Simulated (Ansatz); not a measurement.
# C₂H₅Cl₃Sn: small, medium and large basis sets

An exercise on one series of results from a longer session: the logs are not shown, and one member is left open.

Computed with Ansatz 0.2.0, Gaussian basis. Level: one geometry, several basis sets.

The runs, in order: PBE0-D4/def2-SVP; ωB97M-V/def2-SVP; PBE0-D4/def2-QZVPP; ωB97M-V/def2-QZVPP; the functionals' def2-TZVPP values are taken from earlier runs.

## The relaxed structure

The geometry comes from an earlier relaxation with PBE0-D4 in a triple-zeta def2 set; it is a stationary point, not always the lowest conformer. Sn takes the def2 core potential; no spin-orbit term is included.

SMILES `C[CH2][Sn]([Cl])([Cl])[Cl]`, 11 atoms, charge 0, spin multiplicity 1.

Atoms are counted from 1 here; the program's logs count them from 0.

Bond lengths: C1–C2 1.519 Å, C1–H7 1.092 Å, C1–H8 1.092 Å, C1–H9 1.093 Å, C2–Sn3 2.131 Å, C2–H10 1.092 Å, C2–H11 1.092 Å, Sn3–Cl4 2.314 Å, Sn3–Cl5 2.314 Å, Sn3–Cl6 2.311 Å. Angles: C2–C1–H7 111.8°, C2–C1–H8 111.8°, C2–C1–H9 110.1°, H7–C1–H8 107.9°, H7–C1–H9 107.6°, H8–C1–H9 107.6°, C1–C2–Sn3 112.0°, C1–C2–H10 112.6°, C1–C2–H11 112.6°, Sn3–C2–H10 105.6°, Sn3–C2–H11 105.6°, H10–C2–H11 108.1°, C2–Sn3–Cl4 111.3°, C2–Sn3–Cl5 111.3°, C2–Sn3–Cl6 113.7°, Cl4–Sn3–Cl5 106.3°, Cl4–Sn3–Cl6 106.9°, Cl5–Sn3–Cl6 106.9°.

Set-up of the first run:

The input, in.yaml:

```yaml
crystal:
  periodic: [false, false, false]
  atoms:
    - {symbol: C, position_ang: [0.689745, -1.378922, 0.274519]}
    - {symbol: C, position_ang: [0.032861, -0.144539, 0.867405]}
    - {symbol: Sn, position_ang: [-0.588149, 1.228472, -0.638912]}
    - {symbol: Cl, position_ang: [-2.104514, 0.255391, -2.091168]}
    - {symbol: Cl, position_ang: [1.200271, 1.921777, -1.933629]}
    - {symbol: Cl, position_ang: [-1.589599, 3.135114, 0.200187]}
    - {symbol: H, position_ang: [1.581100, -1.125383, -0.302942]}
    - {symbol: H, position_ang: [0.008510, -1.924388, -0.381722]}
    - {symbol: H, position_ang: [0.996141, -2.060660, 1.072350]}
    - {symbol: H, position_ang: [0.706443, 0.417772, 1.517082]}
    - {symbol: H, position_ang: [-0.867606, -0.381633, 1.437432]}
basis:
  gaussian: {orbitals: def2-SVP}
hamiltonian: {xc: pbe0, dispersion: d4}
output: {orbitals: {seedname: orbitals}}
```

On the command line:

```sh
$ ansatz run in.yaml --threads 4 --pin off --events-out ev --progress --plain --max-ram 11315MiB
```

Steps of the session up to this table: PBE0-D4 in def2-SVP; ωB97M-V in def2-SVP; PBE0-D4 in def2-QZVPP; ωB97M-V in def2-QZVPP.

One table of the session follows, with a row left open; its other results are not shown here.

It belongs to the step «Functionals by basis». 

| functional | basis | HOMO (eV) | LUMO (eV) |
| --- | --- | --- | --- |
| PBE0-D4 | def2-SVP | ? | ? |
| PBE0-D4 | def2-TZVPP | -8.71 | -1.95 |
| PBE0-D4 | def2-QZVPP | -8.73 | -2.00 |
| ωB97M-V | def2-SVP | -10.70 | 0.34 |
| ωB97M-V | def2-TZVPP | -10.81 | 0.07 |
| ωB97M-V | def2-QZVPP | -10.83 | -0.06 |

Estimate the missing values for PBE0-D4, def2-SVP.

**Answer.** HOMO (eV): -8.64; LUMO (eV): -1.78. In the column «HOMO (eV)» it is the highest.
